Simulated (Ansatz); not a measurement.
**CH6BInOSi: how energies converge with the basis set**

The task here is to estimate one member of a computed series from the others.

Computed with Ansatz 0.2.0, Gaussian basis. Level: one geometry, several basis sets.

Plan: PBE0-D4/def2-SVP; ωB97M-V/def2-SVP; PBE0-D4/def2-QZVPP; ωB97M-V/def2-QZVPP; the functionals' def2-TZVPP values are taken from earlier runs.

### The relaxed structure

All runs share one geometry, relaxed beforehand with PBE0-D4 in a triple-zeta def2 set. In takes the def2 core potential; no spin-orbit term is included.

11 atoms, charge 0, spin multiplicity 1.

Atoms are counted from 1 here; the program's logs count them from 0.

Bond lengths: B1–C2 1.586 Å, B1–In5 2.274 Å, B1–H6 1.208 Å, B1–H7 1.207 Å, C2–Si3 1.930 Å, C2–O4 1.249 Å, Si3–H8 1.487 Å, Si3–H9 1.485 Å, Si3–H10 1.485 Å, O4–In5 2.399 Å, In5–H11 1.744 Å. Angles: C2–B1–In5 86.4°, C2–B1–H6 113.1°, C2–B1–H7 115.4°, In5–B1–H6 111.5°, In5–B1–H7 114.2°, H6–B1–H7 113.5°, B1–C2–Si3 122.0°, B1–C2–O4 120.6°, Si3–C2–O4 117.4°, C2–Si3–H8 106.8°, C2–Si3–H9 109.7°, C2–Si3–H10 110.5°, H8–Si3–H9 109.1°, H8–Si3–H10 110.1°, H9–Si3–H10 110.6°, C2–O4–In5 89.2°, B1–In5–O4 63.7°, B1–In5–H11 174.4° and more.

The first run:

File in.yaml:

```yaml
crystal:
  periodic: [false, false, false]
  atoms:
    - {symbol: B, position_ang: [-0.561516, 1.101466, -0.487096]}
    - {symbol: C, position_ang: [0.001416, -0.292870, 0.018004]}
    - {symbol: Si, position_ang: [1.197237, -0.425978, 1.527363]}
    - {symbol: O, position_ang: [-0.302458, -1.352673, -0.569949]}
    - {symbol: In, position_ang: [-1.543634, -0.068298, -2.171768]}
    - {symbol: H, position_ang: [-1.384018, 1.578740, 0.258577]}
    - {symbol: H, position_ang: [0.271445, 1.893297, -0.854990]}
    - {symbol: H, position_ang: [2.539905, 0.000027, 1.050829]}
    - {symbol: H, position_ang: [0.750115, 0.494507, 2.603087]}
    - {symbol: H, position_ang: [1.253279, -1.823703, 2.025000]}
    - {symbol: H, position_ang: [-2.221762, -1.104515, -3.399068]}
basis:
  gaussian: {orbitals: def2-SVP}
hamiltonian: {xc: pbe0, dispersion: d4}
output: {orbitals: {seedname: orbitals}}
```

The run is started by

```sh
ansatz run in.yaml --threads 2 --pin off --events-out ev --progress --plain --max-ram 32768MiB --backend cpu
```

Steps of the session up to this table: PBE0-D4 in def2-SVP; ωB97M-V in def2-SVP; PBE0-D4 in def2-QZVPP; ωB97M-V in def2-QZVPP.

One table of the session follows, with a row left open; its other results are not shown here.

It belongs to the step «Density functionals: the series». 

```
functional       basis  HOMO (eV)  LUMO (eV)
   PBE0-D4    def2-SVP      -6.67      -1.88
   PBE0-D4  def2-TZVPP          ?          ?
   PBE0-D4  def2-QZVPP      -6.72      -1.94
   ωB97M-V    def2-SVP      -8.63      -0.24
   ωB97M-V  def2-TZVPP      -8.71      -0.38
   ωB97M-V  def2-QZVPP      -8.72      -0.40
```

Estimate the missing values for PBE0-D4, def2-TZVPP.

As computed: HOMO (eV): -6.71; LUMO (eV): -1.94. In the column «HOMO (eV)» it lies between PBE0-D4, def2-QZVPP (-6.72) and PBE0-D4, def2-SVP (-6.67).
